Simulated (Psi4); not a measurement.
# BCl2O (SMILES [O]B(Cl)Cl): UPBE/aug-cc-pVDZ

What is the vertical electron affinity of BCl2O at UPBE/aug-cc-pVDZ? 

Program for the calculation: Psi4 1.11.

## 1. The molecule

The species is BCl2O (4 atoms), meant as a doublet with charge 0. As SMILES, `[O]B(Cl)Cl`. Geometry: relaxed at PBE0-D4/def2-TZVP.

Bond lengths: O1–B2 1.328 Å, B2–Cl3 1.744 Å, B2–Cl4 1.744 Å. Angles: O1–B2–Cl3 117.7°, O1–B2–Cl4 117.7°, Cl3–B2–Cl4 124.6°.

## 2. Energy and forces at UPBE/aug-cc-pVDZ

job.inp

```
memory 1600 mb

molecule {
  0 2
  O
  B 1 1.327637
  Cl 2 1.744041 1 117.69628
  Cl 2 1.74405 1 117.69969 3 179.99788
  symmetry c1
}

set {
  basis                aug-cc-pVDZ
  reference            uks
  puream               true
  e_convergence        1e-09
  d_convergence        1e-08
  scf_type             pk
  dft_radial_points    99
  dft_spherical_points 590
  maxiter              200
}

result, w = gradient("pbe", return_wfn=True)
```

Command:

```console
psi4 job.inp job.out -n 1
```

job.out:

```text
[...]
  Running in c1 symmetry.
[...]
  Nuclear repulsion =  171.614502934072817
[...]
  Multiplicity = 2
[...]
  Nalpha       = 24
  Nbeta        = 23
[...]
    Number of basis functions: 100
[...]
   @UKS iter   1: -1019.52750223492376    2.87025e-01   9.95534e-03 ADIIS/DIIS
[...]
   @UKS iter  15: -1020.07024497981672   -1.43245e-11   3.30484e-09 DIIS
[...]
   @S^2 Observed:                7.532986065E-01
[...]
    Orbital Energies [Eh]
    ---------------------
    Alpha Occupied:
       1A   -100.722034     2A   -100.722031     3A    -18.852774
       4A     -9.222203     5A     -9.222194     6A     -7.044301
       7A     -7.044297     8A     -7.037490     9A     -7.037486
      10A     -7.036620    11A     -7.036617    12A     -6.630148
      13A     -0.961390    14A     -0.813806    15A     -0.794364
      16A     -0.482347    17A     -0.449966    18A     -0.415885
      19A     -0.389580    20A     -0.347360    21A     -0.333234
      22A     -0.323244    23A     -0.316705    24A     -0.306963
    Alpha Virtual:
      25A     -0.057124    26A     -0.024306    27A      0.012810
[...]
  @UKS Final Energy: -1020.07024497981672
   => Energetics <=
    Nuclear Repulsion Energy =            171.6145029340728172
    One-Electron Energy =               -1748.1481966607600498
    Two-Electron Energy =                 625.0894292396055789
    DFT Exchange-Correlation Energy =     -68.6259804927350103
    Empirical Dispersion Energy =           0.0000000000000000
    VV10 Nonlocal Energy =                  0.0000000000000000
    Total Energy =                      -1020.0702449798167208
[...]
 Multipole Moments:
 ------------------------------------------------------------------------------------
     Multipole            Electronic (a.u.)      Nuclear  (a.u.)        Total (a.u.)
 ------------------------------------------------------------------------------------
 L = 1.  Multiply by 2.5417464519 to convert [e a0] to [Debye]
 Dipole X            :         -0.0000091            0.0000050           -0.0000041
 Dipole Y            :         -0.0000229           -0.0000035           -0.0000264
 Dipole Z            :          0.9291421           -0.4738019            0.4553402
 Magnitude           :                                                    0.4553402
[...]
  -Total Gradient:
     Atom            X                  Y                   Z
    ------   -----------------  -----------------  -----------------
       1        0.000000998404    -0.000001486723     0.001212545018
       2       -0.000002172845    -0.000004438974     0.011870565299
       3        0.000000813704     0.012195440274    -0.006544484267
       4        0.000000362699    -0.012189515896    -0.006541027073
[...]
```

It took 41 s on 1 thread of Intel Xeon 6975P-C (Granite Rapids), shared host; peak memory 0.79 GiB.

## 3. The singlet anion: a single-point energy at PBE/aug-cc-pVDZ

bcl2o.xyz

```xyz
4
BCl2O
O      0.159300    -1.173100    -0.780100
B      0.021500    -0.075700    -0.045700
Cl    -1.514200     0.187800     0.737800
Cl     1.388900     1.000900     0.067700
```

run.py

```python
import psi4

psi4.set_memory('1600 MB')
psi4.set_num_threads(1)
psi4.core.set_output_file('bcl2o.out', False)

with open('bcl2o.xyz') as f:
    atoms = ''.join(f.readlines()[2:])
mol = psi4.geometry('-1 1\n' + atoms + 'symmetry c1\nno_reorient\nno_com')

options = {'basis': 'aug-cc-pVDZ', 'puream': True, 'e_convergence': 1e-09, 'd_convergence': 1e-08, 'scf_type': 'pk', 'dft_radial_points': 99, 'dft_spherical_points': 590}
psi4.set_options(options)

e, wfn = psi4.energy('pbe', molecule=mol, return_wfn=True)
psi4.oeprop(wfn, 'MAYER_INDICES', 'WIBERG_LOWDIN_INDICES', 'DIPOLE', title='PBE')
print(f'pbe energy: {e:.10f} Eh')
```

Command:

```console
python run.py
```

bcl2o.out:

```text
[...]
  Running in c1 symmetry.
[...]
  Nuclear repulsion =  171.614520346409535
[...]
  Multiplicity = 1
[...]
  Nalpha       = 24
  Nbeta        = 24
[...]
    Number of basis functions: 100
[...]
   @RKS iter   1: -1019.67703881298223    1.37489e-01   1.02360e-02 DIIS/ADIIS
[...]
   @RKS iter  13: -1020.19740432152798    2.27374e-13   1.23829e-09 DIIS
[...]
    Orbital Energies [Eh]
    ---------------------
    Doubly Occupied:
       1A   -100.493269     2A   -100.493266     3A    -18.503998
       4A     -8.994775     5A     -8.994765     6A     -6.816027
       7A     -6.816023     8A     -6.810298     9A     -6.810295
      10A     -6.808951    11A     -6.808948    12A     -6.369034
      13A     -0.635469    14A     -0.577609    15A     -0.569178
      16A     -0.253088    17A     -0.202597    18A     -0.154998
      19A     -0.142602    20A     -0.110705    21A     -0.100894
      22A     -0.083537    23A     -0.038901    24A      0.003879
[...]
  @RKS Final Energy: -1020.19740432152798
   => Energetics <=
    Nuclear Repulsion Energy =            171.6145203464095346
    One-Electron Energy =               -1759.6217991000364691
    Two-Electron Energy =                 636.7394839709902499
    DFT Exchange-Correlation Energy =     -68.9296095388913415
    Empirical Dispersion Energy =           0.0000000000000000
    VV10 Nonlocal Energy =                  0.0000000000000000
    Total Energy =                      -1020.1974043215279835
[...]
 Multipole Moments:
 ------------------------------------------------------------------------------------
     Multipole            Electronic (a.u.)      Nuclear  (a.u.)        Total (a.u.)
 ------------------------------------------------------------------------------------
 L = 1.  Multiply by 2.5417464519 to convert [e a0] to [Debye]
 Dipole X            :          1.3081720           -1.4138931           -0.1057210
 Dipole Y            :        -19.0758415           19.7374335            0.6615919
 Dipole Z            :        -13.2184249           13.6517595            0.4333345
 Magnitude           :                                                    0.7979096
[...]
```

The script printed:

```text
Memory set to   1.490 GiB by Python driver.
  Threads set to 1 by Python driver.
pbe energy: -1020.1974043215 Eh
```

It took 18 s on 1 thread of Intel Xeon 6975P-C (Granite Rapids), shared host; peak memory 0.78 GiB.

## 4. Outcome

At UPBE/aug-cc-pVDZ:

```
                                                            quantity           value
                                         doublet BCl2O: total energy  -1020.07024 Eh
                                        doublet BCl2O: dipole moment          1.16 D
                   doublet BCl2O: HOMO energy (highest over α and β)        -8.28 eV
                    doublet BCl2O: LUMO energy (lowest over α and β)        -6.98 eV
                                                 doublet BCl2O: ⟨S²⟩           0.753
                             doublet BCl2O: largest force on an atom      0.712 eV/Å
                                         singlet anion: total energy  -1020.19740 Eh
                                          singlet anion: HOMO energy         0.11 eV
                                          singlet anion: LUMO energy         3.19 eV
singlet anion: HOMO–LUMO gap (to an unbound level, set by the basis)         3.09 eV
                   vertical electron affinity (to the singlet anion)        3.460 eV
```

In words: At fixed nuclei the extra electron is bound by 3.46 eV (80 kcal/mol). The largest force (doublet BCl2O) is 0.71 eV/Å: the shape isn't a stationary point for this species at this level. The HOMO (singlet anion) lies at positive energy, 0.11 eV, as semi-local functionals often give for anions; only total energies tell whether the electron is bound.
